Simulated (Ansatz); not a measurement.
What does this script print? It uses Ansatz 0.2.0, Python API.

The script, `bde_cl2geh4si.py`:
```python
# -*- coding: utf-8 -*-
import ansatz as az


def total_energy(molecule, charge=0, unpaired=0):
    calc = molecule.calculation().basis(gaussian="cc-pVDZ").functional("r2scan0")
    if charge:
        calc = calc.charge(charge)
    if unpaired:
        calc = calc.spin("collinear", total=unpaired)
    report = calc.run().report
    if report["published_state_doubts"]:
        print("  doubts:", report["published_state_doubts"])
    return report["free_energy_ev"]

GEOMETRY = """
Cl    1.54090   -2.07250    0.84210
Si    1.05630   -0.04640    0.31990
Cl    2.20070    0.53100   -1.32960
Ge   -1.10300    0.14620   -0.24200
H     1.35280    0.82560    1.44750
H    -1.49650    1.61990   -0.61890
H    -1.45210   -0.78730   -1.44090
H    -2.00690   -0.27360    0.96600
"""

def without(molecule, index):
    rest = az.Crystal.molecule()
    for i, site in enumerate(molecule.cartesian_sites):
        if i != index:
            rest = rest.atom(site.symbol, site.position_ang)
    return rest


def main():
    system = az.Crystal.molecule()
    for line in GEOMETRY.strip().splitlines():
        symbol, *xyz = line.split()
        system = system.atom(symbol, [float(v) for v in xyz])

    whole = total_energy(system, 0)
    hydrogen = total_energy(az.Crystal.molecule().atom("H", (0, 0, 0)), 0, 1)
    print(f"E(molecule) = {whole:.5f} eV, E(H) = {hydrogen:.5f} eV")
    for index in [4, 7]:
        radical = total_energy(without(system, index), 0, 1)
        print(f"H{index}: homolysis {23.060548 * (radical + hydrogen - whole):.1f} kcal/mol")


if __name__ == "__main__":
    main()
```

```console
$ python bde_cl2geh4si.py
E(molecule) = -89504.73505 eV, E(H) = -13.58463 eV
H4: homolysis 86.0 kcal/mol
H7: homolysis 82.8 kcal/mol
```

Notes:
- Total energies depend on the basis set; only differences at equal settings carry meaning.
- The geometry is a force-field or estimated start, not a minimum of this method, and the basis set is short of its limit. All parts are taken at fixed geometry, without zero-point energy.
- Hardware and time: 87 s on 1 thread of Arm Neoverse N1 (shared host), peak memory 0.46 GiB.
